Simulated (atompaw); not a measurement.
# Pseudopotential generation for C: PAW (atompaw), PBE

Aim: build the potential from the settings below, then test how well it stands in for the atom: scattering, ghost states and the plane-wave cutoff that it needs.

Program: atompaw 4.2.0.5. Reference atom: PBE, scalar-relativistic, spherical and spin-unpolarised. All values are calculated.

### Step 1. The design

Typed settings, in words:

- element: carbon (C, Z = 6)
- type: PAW
- frozen core: [He]
- valence charge: 4
- reference configuration: 2s2 2p2
- partial waves: 2s (bound): rc 1.45 bohr; 2s channel at 1.35 Ry: rc 2.70 bohr; 2p (bound): rc 2.70 bohr; 2p channel at -0.05 Ry: rc 2.70 bohr
- local potential: bessel scheme, radius 2.15 bohr
- core correction: smooth core density matched at 1.55 bohr
- augmentation charge: sinc compensation charge, radius 2.40 bohr; PAW radius 2.70 bohr; waves and projectors: modrrkj vanderbiltortho

An earlier all-electron run gives the scale for the radii.

All-electron outer shells of the reference configuration (PBE, scalar-relativistic, ld1.x):

```json
{"shell": "1s", "level (eV)": "-273.38", "outermost node (bohr)": "–", "outermost maximum (bohr)": "0.17"}
{"shell": "2s", "level (eV)": "-13.75", "outermost node (bohr)": "0.38", "outermost maximum (bohr)": "1.22"}
{"shell": "2p", "level (eV)": "-5.29", "outermost node (bohr)": "–", "outermost maximum (bohr)": "1.20"}
```

### Step 2. The generation run

Contents of C.input:

```
C 6
GGA-PBE scalarrelativistic loggrid 1500 logderivrange -3 5 201
2 2 0 0 0 0
2 1 2
0 0 0
c
v
v
1
2.70 2.40 2.15 1.55
y
1.35
n
y
-0.05
n
modrrkj vanderbiltortho sinc
bessel
1.45
2.70
2.70
2.70
PWSCFOUT
UPFDX 0.0125d0 UPFXMIN -7.d0 UPFZMESH 6.d0
END
```

Started as:

```bash
atompaw < C.input > C.log
```

Before running it: what results should come out? Wanted: cutoffs for 10 and 1 mRy, occupied levels; bound ghosts; largest phase difference near zero energy, channels read; lowest eigenvalue of the overlap; share of valence orbitals outside the PAW sphere; UPF file.

As calculated:

```
                                                quantity            value
               cutoffs for 10 and 1 mRy, occupied levels   8 Ry and 15 Ry
                                            bound ghosts       none found
largest phase difference near zero energy, channels read        0.010 rad
         lowest eigenvalue of the overlap (Bessel basis)        0.899 (s)
        share of valence orbitals outside the PAW sphere  2s 7 %, 2p 16 %
                                                UPF file          written
```

**Reading.** The potential is soft on the atom at that tolerance: the looser tolerance needs 8 Ry. The slowest occupied level is 2s: taken alone it needs 10 Ry to come within 1 mRy, against 8 Ry for 2p. It is free of bound ghosts as far as tested. Near zero energy the phases of the channels with partial waves agree within 0.010 rad.
